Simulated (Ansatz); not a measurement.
# C₄H₁₀F₃NSi: small, medium and large basis sets

Aim: see how fast density functionals converge with the basis set for C₄H₁₀F₃NSi.

Program: Ansatz 0.2.0, Gaussian basis. Level of theory: one geometry, several basis sets. These are calculated values, not measurements.

Plan: PBE0-D4/def2-SVP; ωB97M-V/def2-SVP; PBE0-D4/def2-QZVPP; ωB97M-V/def2-QZVPP; the functionals' def2-TZVPP values are taken from earlier runs.

## Step 1: The relaxed structure

All runs share one geometry, relaxed beforehand with PBE0-D4 in a triple-zeta def2 set.

SMILES `CC(C)(C)N[Si](F)(F)F`, 19 atoms, charge 0, spin multiplicity 1.

Atoms are counted from 1 here; the program's logs count them from 0.

Bond lengths: C1–C2 1.527 Å, C1–H10 1.093 Å, C1–H11 1.092 Å, C1–H12 1.093 Å, C2–C3 1.525 Å, C2–C4 1.523 Å, C2–N5 1.466 Å, C3–H13 1.094 Å, C3–H14 1.092 Å, C3–H15 1.092 Å, C4–H16 1.094 Å, C4–H17 1.092 Å, C4–H18 1.091 Å, N5–Si6 1.671 Å, N5–H19 1.009 Å, Si6–F7 1.581 Å, Si6–F8 1.579 Å, Si6–F9 1.577 Å. Angles: C2–C1–H10 110.7°, C2–C1–H11 110.5°, C2–C1–H12 111.0°, H10–C1–H11 108.1°, H10–C1–H12 107.9°, H11–C1–H12 108.5°, C1–C2–C3 110.1°, C1–C2–C4 109.8°, C1–C2–N5 109.6°, C3–C2–C4 109.7°, C3–C2–N5 108.5°, C4–C2–N5 109.1°, C2–C3–H13 110.7°, C2–C3–H14 110.8°, C2–C3–H15 110.5°, H13–C3–H14 107.8°, H13–C3–H15 108.2°, H14–C3–H15 108.7° and more.

Coordinates:

| atom | x (Å) | y (Å) | z (Å) |
| --- | --- | --- | --- |
| C1 | 1.0270 | -0.0727 | -1.4442 |
| C2 | 0.4392 | -0.2135 | -0.0424 |
| C3 | 1.5501 | -0.4789 | 0.9674 |
| C4 | -0.5642 | -1.3591 | -0.0157 |
| N5 | -0.2416 | 1.0304 | 0.3314 |
| Si6 | -1.8739 | 1.3828 | 0.3789 |
| F7 | -2.6489 | 1.1058 | -0.9709 |
| F8 | -2.6833 | 0.5747 | 1.4671 |
| F9 | -2.0198 | 2.9175 | 0.7130 |
| H10 | 1.7347 | 0.7598 | -1.4841 |
| H11 | 0.2361 | 0.1188 | -2.1725 |
| H12 | 1.5586 | -0.9808 | -1.7393 |
| H13 | 2.2700 | 0.3448 | 0.9768 |
| H14 | 2.0930 | -1.3929 | 0.7163 |
| H15 | 1.1371 | -0.5827 | 1.9726 |
| H16 | -1.3740 | -1.1968 | -0.7331 |
| H17 | -0.9968 | -1.4816 | 0.9795 |
| H18 | -0.0699 | -2.2927 | -0.2889 |
| H19 | 0.3847 | 1.8132 | 0.4445 |

## Step 2: PBE0-D4 in def2-SVP

in.yaml reads:

```yaml
crystal:
  periodic: [false, false, false]
  atoms:
    - {symbol: C, position_ang: [1.026953, -0.072718, -1.444196]}
    - {symbol: C, position_ang: [0.439172, -0.213465, -0.042365]}
    - {symbol: C, position_ang: [1.550086, -0.478855, 0.967363]}
    - {symbol: C, position_ang: [-0.564155, -1.359058, -0.015671]}
    - {symbol: N, position_ang: [-0.241639, 1.030365, 0.331432]}
    - {symbol: Si, position_ang: [-1.873895, 1.382755, 0.378901]}
    - {symbol: F, position_ang: [-2.648878, 1.105835, -0.970931]}
    - {symbol: F, position_ang: [-2.683267, 0.574710, 1.467145]}
    - {symbol: F, position_ang: [-2.019826, 2.917457, 0.712989]}
    - {symbol: H, position_ang: [1.734709, 0.759782, -1.484075]}
    - {symbol: H, position_ang: [0.236097, 0.118797, -2.172456]}
    - {symbol: H, position_ang: [1.558582, -0.980801, -1.739318]}
    - {symbol: H, position_ang: [2.270018, 0.344769, 0.976781]}
    - {symbol: H, position_ang: [2.093009, -1.392907, 0.716327]}
    - {symbol: H, position_ang: [1.137107, -0.582718, 1.972616]}
    - {symbol: H, position_ang: [-1.373966, -1.196841, -0.733128]}
    - {symbol: H, position_ang: [-0.996798, -1.481597, 0.979501]}
    - {symbol: H, position_ang: [-0.069924, -2.292697, -0.288901]}
    - {symbol: H, position_ang: [0.384715, 1.813185, 0.444489]}
basis:
  gaussian: {orbitals: def2-SVP}
hamiltonian: {xc: pbe0, dispersion: d4}
output: {orbitals: {seedname: orbitals}}
```

The run is started by

```console
> ansatz run in.yaml --threads 5 --pin off --events-out ev --progress --plain --max-ram 66560MiB --backend cpu
```

After this run come: ωB97M-V in def2-SVP; PBE0-D4 in def2-QZVPP; ωB97M-V in def2-QZVPP.

**Question.** What will the summary of the whole plan be? Wanted: PBE0-D4: double and triple zeta above quadruple; ωB97M-V: double and triple zeta above quadruple.

The runs gave:

```
                                       quantity           value
PBE0-D4: double and triple zeta above quadruple  21.03, 1.08 eV
ωB97M-V: double and triple zeta above quadruple  21.50, 1.01 eV
```

What this shows: PBE0-D4 gains 19.95 eV from double to triple zeta, then 1.08 eV more. These are total energies; as a rule much of such shifts cancels in differences, which this series doesn't test. The LUMO of ωB97M-V is positive and keeps falling with the basis (2.70 to 1.34 eV): an unbound level that the basis holds in place.
